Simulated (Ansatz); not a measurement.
Run this with Ansatz 0.2.0, Python API and show what comes out.

`b2fgah4_methods.py`:
```python
'''B2FGaH4 at several levels of theory.'''

from pathlib import Path
import logging
import sys
import warnings

import ansatz as az
import numpy as np

logging.basicConfig(stream=sys.stdout, format='%(levelname)s %(message)s')
log = logging.getLogger('ansatz_job')
log.setLevel(logging.INFO)

GEOMETRY = '''
B    -0.86310    1.53380    0.19630
Ga   -0.17880   -0.05530   -0.23510
B     1.00010   -1.52770   -0.03410
F    -1.18310   -0.68620   -1.48290
H     0.17020    1.77780   -0.26510
H    -1.04170    0.95080    1.16490
H     1.69320   -0.60760   -0.40140
H     0.49530   -1.44270    1.00170
'''


def main() -> None:
    warnings.simplefilter('ignore', az.DeckWarning)

    b2fgah4 = az.Crystal.molecule()
    for line in GEOMETRY.strip().splitlines():
        symbol, *xyz = line.split()
        b2fgah4 = b2fgah4.atom(symbol, [float(v) for v in xyz])

    base = b2fgah4.calculation().basis(gaussian='def2-SVP')

    log.info('functional    E (Ha)        dipole (D)   HOMO (eV)  LUMO (eV)')
    for name in ['hse06', 'r2scan', 'b3lyp', 'pbe', 'revpbe', 'hf']:
        rep = base.functional(name).forces().orbitals().run(threads=1, runs_dir='runs').report
        lines = Path(rep['orbitals_path']).read_text().splitlines()
        field_of = lambda key: [line.split('=')[1].strip() for line in lines if line.startswith(key)]
        orbitals = [(27.211386 * float(e), s, float(n)) for e, s, n in zip(field_of('Ene='), field_of('Spin='), field_of('Occup='))]
        homo = max(e for e, _, n in orbitals if n > 0.5)
        lumo = min(e for e, _, n in orbitals if n < 0.5)
        dipole = 4.803205 * np.linalg.norm(rep['charge_distribution']['dipole_moment_e_ang'])
        log.info(f'{name:10s} {rep["free_energy_ev"] / 27.211386246:14.6f} {dipole:9.3f} {homo:11.3f} {lumo:10.3f}')


if __name__ == '__main__':
    main()
```

Output of `python b2fgah4_methods.py`:
```text
INFO functional    E (Ha)        dipole (D)   HOMO (eV)  LUMO (eV)
INFO hse06        -2075.669489     2.549      -5.387     -4.868
INFO r2scan       -2076.033670     2.845      -5.176     -5.115
INFO b3lyp        -2076.163341     2.598      -5.595     -4.576
INFO pbe          -2075.655563     2.752      -5.068     -5.067
INFO revpbe       -2075.941923     2.742      -5.003     -4.990
INFO hf           -2073.637158     1.349      -7.956     -0.564
```

Notes:
- Total energies depend on the basis set; only differences at equal settings carry meaning.
- The geometry is a force-field or estimated start, not a minimum of this method, and the basis set is short of its limit. A lower total doesn't mark the better method: functionals have no common bound, and MP2 and coupled cluster aren't variational.
- b3lyp holds the VWN-RPA fit, as in Gaussian; the form of ORCA and Turbomole is b3lyp5.
- Levels such as HOMO and LUMO are orbital energies: with these approximate functionals they aren't the ionisation energy and electron affinity, and their gap isn't the fundamental gap.
- hse06 follows the composition of plane-wave codes, whose totals differ by tens of mHa, up to about 0.1 Ha, from the form usual in Gaussian-basis programs (wpbeh).
- Run time: 54 s on 1 thread of Intel(R) Xeon(R) Processor @ 2.30GHz, with other jobs on the host, peak memory 0.35 GiB.
